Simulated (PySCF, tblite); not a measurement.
# C₃H₉ClOSi: a rotation path, then NMR shifts on frames

Aim: move C₃H₉ClOSi (`CO[SiH2][C@H](C)Cl`) away from its starting geometry and see how NMR shifts follow the geometry.

Programs: tblite 0.8.0 and PySCF 2.14.0, with density-fitted response routines of our own. Each step states its level of theory. These are calculated values for one molecule in the gas phase, unless marked as measured. Atoms are numbered from 0 throughout.

### 1 The starting structure

15 atoms, charge 0, multiplicity 1; geometry from: GFN2-xTB.

Bonds of the start (Å): C0–O1 1.40, O1–Si2 1.62, Si2–C3 1.90, C3–C4 1.51, C3–Cl5 1.79, C0–H6 1.09, C0–H7 1.09, C0–H8 1.09, Si2–H9 1.46, Si2–H10 1.46, C3–H11 1.09, C4–H12 1.09, C4–H13 1.09, C4–H14 1.09.

### 2 The rotation path with GFN2-xTB

The job: settings as JSON, then the geometry in Å.

```
{"job": {"kind": "neb", "xc": "GFN2-xTB", "basis": "xTB", "atoms": [1, 2, 3, 4], "turn": 120}, "charge": 0, "multiplicity": 1}
C     -2.499194     0.777954     0.425754
O     -1.155085     0.424141     0.571581
Si    -0.393740    -0.862778    -0.048954
C      1.382634    -0.632374     0.599410
C      2.086548     0.615811     0.107836
Cl     2.284317    -2.075926     0.035354
H     -2.746693     0.928001    -0.626829
H     -3.149091    -0.001751     0.827588
H     -2.665585     1.705817     0.973343
H     -0.948002    -2.126713     0.438105
H     -0.396330    -0.853507    -1.513483
H      1.432284    -0.680987     1.687933
H      1.536798     1.488554     0.453490
H      3.106260     0.669433     0.486437
H      2.120466     0.632315    -0.979065
```

With the program's defaults for keys left out, this is: GFN2-xTB climbing-image nudged elastic band, gas phase.

Launch:

```console
OMP_NUM_THREADS=1 python probes_run.py task.json out
```

The driver reads the jobs from task.json and runs them one after another.

Log:

```text
image   E - E0 / eV
  0      -0.0000
  1       0.0070
  2       0.0295
  3       0.0587
  4       0.0803
  5       0.0852
  6       0.0745
  7       0.0587
  8       0.0489
```

Wall time 2.7 s (1 thread, shared host).

The final band, with the dihedral O1–Si2–C3–C4:

```csv
image,dihedral (°),energy (eV),energy (kcal/mol)
0,-63,0.000,0.0
1,-51,0.007,0.2
2,-37,0.029,0.7
3,-22,0.059,1.4
4,-8,0.080,1.9
5,7,0.085,2.0
6,21,0.075,1.7
7,35,0.059,1.4
8,49,0.049,1.1
```

### 3 Nuclear shieldings: image 0, PBE0/pcSseg-1

The job: settings as JSON, then the geometry in Å.

```
{"job": {"kind": "nmr", "xc": "PBE0", "basis": "pcSseg-1", "pop": false}, "charge": 0, "multiplicity": 1}
C     -2.499200     0.778000     0.425800
O     -1.155100     0.424100     0.571600
Si    -0.393700    -0.862800    -0.049000
C      1.382600    -0.632400     0.599400
C      2.086500     0.615800     0.107800
Cl     2.284300    -2.075900     0.035400
H     -2.746700     0.928000    -0.626800
H     -3.149100    -0.001800     0.827600
H     -2.665600     1.705800     0.973300
H     -0.948000    -2.126700     0.438100
H     -0.396300    -0.853500    -1.513500
H      1.432300    -0.681000     1.687900
H      1.536800     1.488600     0.453500
H      3.106300     0.669400     0.486400
H      2.120500     0.632300    -0.979100
```

Method: GIAO PBE0/pcSseg-1 NMR shielding, non-relativistic, gas phase.

Log:

```text
coarse grid: 13176 points
cycle   1  E = -943.9957544163  dE =  5.096e-01  |g| = 6.659e-01  |ddm| = 3.305e+00
cycle   2  E = -943.8821836933  dE =  1.136e-01  |g| = 1.031e+00  |ddm| = 1.483e+00
cycle   3  E = -944.0777277174  dE = -1.955e-01  |g| = 9.084e-02  |ddm| = 1.040e+00
cycle   4  E = -944.0792830019  dE = -1.555e-03  |g| = 3.169e-02  |ddm| = 1.083e-01
cycle   5  E = -944.0794980853  dE = -2.151e-04  |g| = 6.203e-03  |ddm| = 3.007e-02
cycle   6  E = -944.0795060917  dE = -8.006e-06  |g| = 1.984e-03  |ddm| = 6.663e-03
final grid: 116856 points
cycle   7  E = -944.1241893728  dE = -2.648e-05  |g| = 1.052e-02  |ddm| = 1.988e-02
cycle   8  E = -944.1241727733  dE =  1.660e-05  |g| = 1.422e-02  |ddm| = 1.531e-02
cycle   9  E = -944.1242101307  dE = -3.736e-05  |g| = 1.478e-03  |ddm| = 9.667e-03
cycle  10  E = -944.1242105470  dE = -4.163e-07  |g| = 2.441e-04  |ddm| = 1.385e-03
cycle  11  E = -944.1242105592  dE = -1.217e-08  |g| = 4.861e-05  |ddm| = 2.373e-04
cycle  12  E = -944.1242105596  dE = -4.177e-10  |g| = 2.192e-05  |ddm| = 6.861e-05
converged SCF energy = -944.1242105596

GIAO shielding tensors (ppm)
atom      isotropic    diamagn.    paramagn.     s11        s22        s33       span
  0 C      133.003     240.660    -107.657    105.711    107.362    185.936     80.225
  1 O      333.670     400.467     -66.798    295.871    346.418    358.720     62.849
  2 Si     371.714     880.815    -509.101    332.734    354.176    428.232     95.497
  3 C      143.270     251.944    -108.674    112.391    134.637    182.781     70.391
  4 C      163.686     247.582     -83.896    147.663    158.810    184.584     36.920
  5 Cl     872.423    1146.567    -274.144    674.470    850.292   1092.507    418.037
  6 H       28.022      28.223      -0.200     23.830     25.658     34.579     10.748
  7 H       27.980      27.423       0.557     23.746     25.568     34.628     10.882
  8 H       27.709      27.569       0.140     23.208     25.477     34.441     11.234
  9 H       27.030      29.862      -2.831     23.358     26.204     31.528      8.170
 10 H       27.288      30.319      -3.031     24.161     26.447     31.255      7.094
 11 H       28.287      31.310      -3.023     23.511     27.527     33.823     10.311
 12 H       30.054      31.109      -1.055     24.488     28.774     36.901     12.412
 13 H       29.882      29.026       0.856     25.406     27.805     36.435     11.029
 14 H       30.445      30.403       0.042     27.149     28.420     35.765      8.616
```

It took 24 s on 1 thread, shared host.

Shifts follow as δ = σ(reference) − σ, with reference shieldings (ppm) from runs at the same level and on the same kind of geometry: 1H TMS 31.72, 13C TMS 186.9, 29Si TMS 349.2, 17O H2O 336.1, 35Cl HCl 950. The references are single molecules in the gas phase, so shifts against H2O, NH3, PH3, H3PO4 or CFCl3 are not on the usual liquid scales and can be off by tens of ppm. Each atom is listed at this fixed geometry, with no averaging over motion; a spectrum would average atoms that exchange fast.

```csv
atoms,environment,σ (ppm),δ (ppm)
C0,methyl carbon bonded to O,133.0,53.9
C3,sp3 CH bonded to Cl and Si,143.3,43.7
C4,methyl carbon,163.7,23.2
H9,"hydrogen on a silicon bonded to C, O",27.03,4.69
H10,"hydrogen on a silicon bonded to C, O",27.29,4.43
H8,hydrogen on a methyl carbon bonded to O,27.71,4.01
H7,hydrogen on a methyl carbon bonded to O,27.98,3.74
H6,hydrogen on a methyl carbon bonded to O,28.02,3.69
H11,hydrogen on an sp3 CH bonded to Cl and Si,28.29,3.43
H13,hydrogen on a methyl carbon,29.88,1.83
H12,hydrogen on a methyl carbon,30.05,1.66
H14,hydrogen on a methyl carbon,30.44,1.27
O1,"oxygen bonded to C, Si",333.7,2.4
Si2,"silicon bonded to C, O, 2 H",371.7,-22.6
Cl5,chlorine bonded to C,872,77
```

The fields below are evaluated on a grid from the run's orbitals.

Frontier orbitals at PBE0/pcSseg-1, with the share of their density that lies nearest to each atom:

```csv
orbital,energy (eV),lies on
HOMO,-7.90,Cl5 54 %; C3 19 %; Si2 9 %
LUMO,0.58,"Si2 17 %; H9, H10 about 14 % each; Cl5 10 %"
```

ELF in a plane through or near 9 of the atoms.

Ten even steps from '0' (0.00) to '9' (1.00):
```
0000000000000000000000000000
0000000000000000000000000000
0000000000000000000000000000
0000000000000000000000000000
0000000002785000000011000000
0000023116999300000699610000
0000699957999102201999950000
0001999986997016622999940000
0000799973640038875357400000
0000035558853137348216510000
0000000035739516874699982000
0001456566169210540499993000
0003688537546113510079950000
0003687336501699970001100000
0001478878710899995000000000
0000146788610799996000000000
0000002344200299961000000000
0000000011000023200000000000
0000000000000000000000000000
0000000000000000000000000000
```
The map spans 11.5 Å across and 9.6 Å up, centred on the molecule. Atoms in the plane (x, y in Å): C0 (2.6, 0.4), O1 (1.2, 0.3), C3 (-1.4, -0.4), Cl5 (-2.6, -1.7), H7 (3.1, -0.4), H8 (2.9, 1.4), H9 (0.6, -2.2), H12 (-1.3, 1.7), H13 (-3.0, 1.1).

log10 of the density (e/Å³) in the same plane.

Ten even steps from ' ' (-4.0) to '@' (1.5):
```
                                                        
                                                        
                                                        
            ......::::::....                            
        ..::::----======--::..    ..::::--::::..        
      ..::--======++++++==--::::::::--======--::..      
    ..::--++++******####++==--======++++****++==::..    
    ..::==++##########**++====++**++****####++==--..    
    ..::==++**########**++==++##%%##########**==--..    
    ..::--==++****####****++**##@@%%##%%####**==--::    
    ..::--==++++**##@@####****######****####**++--::    
    ::--==++******########**##******++********==--::    
    ::--++**########********##****++==========--::..    
  ..::==++**##%%@@##**++++****##**++==--------::..      
    ::--==**########**====++**##**++==::::....          
    ..--==++++******++====++++**++==--::....            
      ..::--========--------======--::..                
        ..::--------::::::::::--::::....                
            ........      ........                      
            ......                                      
```
The map spans 11.5 Å across and 9.6 Å up, centred on the molecule. Atoms in the plane (x, y in Å): C0 (2.6, 0.4), O1 (1.2, 0.3), C3 (-1.4, -0.4), Cl5 (-2.6, -1.7), H7 (3.1, -0.4), H8 (2.9, 1.4), H9 (0.6, -2.2), H12 (-1.3, 1.7), H13 (-3.0, 1.1).

On the surface of density 0.002 e/bohr³ the electrostatic potential runs, from the 1st to the 99th percentile, from -0.87 V near O1 to 1.28 V near H7.

### 4 NMR shieldings: image 2, PBE0/pcSseg-1

The job: settings as JSON, then the geometry in Å.

```
{"job": {"kind": "nmr", "xc": "PBE0", "basis": "pcSseg-1", "pop": false}, "charge": 0, "multiplicity": 1}
C     -2.400200     0.850400     0.298500
O     -1.071000     0.442200     0.429300
Si    -0.410100    -0.980200     0.033500
C      1.417900    -0.710800     0.512500
C      1.965300     0.680600     0.262600
Cl     2.352700    -1.893000    -0.460800
H     -2.727500     0.776100    -0.740200
H     -3.055500     0.233100     0.915700
H     -2.464900     1.888400     0.625100
H     -0.983600    -2.091000     0.800200
H     -0.523400    -1.272800    -1.396800
H      1.610800    -1.000800     1.546000
H      1.420300     1.391700     0.880300
H      3.024400     0.733700     0.513800
H      1.840200     0.960300    -0.781100
```

With the program's defaults for keys left out, this is: GIAO PBE0/pcSseg-1 NMR shielding, non-relativistic, gas phase.

Log:

```text
coarse grid: 13176 points
cycle   1  E = -943.9935018708  dE =  5.081e-01  |g| = 6.671e-01  |ddm| = 3.306e+00
cycle   2  E = -943.8777480087  dE =  1.158e-01  |g| = 1.036e+00  |ddm| = 1.465e+00
cycle   3  E = -944.0759267008  dE = -1.982e-01  |g| = 9.108e-02  |ddm| = 1.025e+00
cycle   4  E = -944.0774831940  dE = -1.556e-03  |g| = 3.195e-02  |ddm| = 1.080e-01
cycle   5  E = -944.0777015201  dE = -2.183e-04  |g| = 6.254e-03  |ddm| = 3.046e-02
cycle   6  E = -944.0777096443  dE = -8.124e-06  |g| = 2.035e-03  |ddm| = 6.705e-03
final grid: 116856 points
cycle   7  E = -944.1226721798  dE = -2.800e-05  |g| = 1.046e-02  |ddm| = 2.107e-02
cycle   8  E = -944.1226562238  dE =  1.596e-05  |g| = 1.409e-02  |ddm| = 1.499e-02
cycle   9  E = -944.1226927486  dE = -3.652e-05  |g| = 1.495e-03  |ddm| = 9.407e-03
cycle  10  E = -944.1226931711  dE = -4.226e-07  |g| = 2.452e-04  |ddm| = 1.370e-03
cycle  11  E = -944.1226931836  dE = -1.243e-08  |g| = 5.004e-05  |ddm| = 2.480e-04
cycle  12  E = -944.1226931840  dE = -4.568e-10  |g| = 2.124e-05  |ddm| = 6.882e-05
converged SCF energy = -944.1226931840

GIAO shielding tensors (ppm)
atom      isotropic    diamagn.    paramagn.     s11        s22        s33       span
  0 C      133.040     240.512    -107.472    105.639    107.564    185.917     80.278
  1 O      334.213     400.596     -66.383    293.468    347.222    361.949     68.482
  2 Si     370.356     880.724    -510.368    329.026    353.330    428.712     99.687
  3 C      143.543     252.097    -108.554    112.225    137.821    180.583     68.358
  4 C      163.543     247.294     -83.752    146.205    161.516    182.907     36.702
  5 Cl     856.537    1146.582    -290.045    686.686    811.056   1071.870    385.184
  6 H       27.999      28.098      -0.098     23.808     25.627     34.563     10.755
  7 H       27.992      27.410       0.582     23.757     25.488     34.731     10.974
  8 H       27.701      27.739      -0.038     23.133     25.567     34.402     11.269
  9 H       26.921      29.821      -2.900     23.509     25.461     31.793      8.284
 10 H       27.141      29.956      -2.815     23.701     26.839     30.883      7.182
 11 H       28.240      31.035      -2.795     23.440     27.425     33.855     10.415
 12 H       30.026      31.039      -1.013     24.363     28.918     36.796     12.433
 13 H       29.970      29.103       0.866     25.447     28.050     36.412     10.964
 14 H       30.363      30.599      -0.236     27.222     28.292     35.575      8.353
```

It took 18 s on 1 thread, shared host.

Key values: δ C0 53.9, C3 43.4, C4 23.4, O1 1.9, H9 4.80, H10 4.58 ppm.

[end of part 1 of 2]
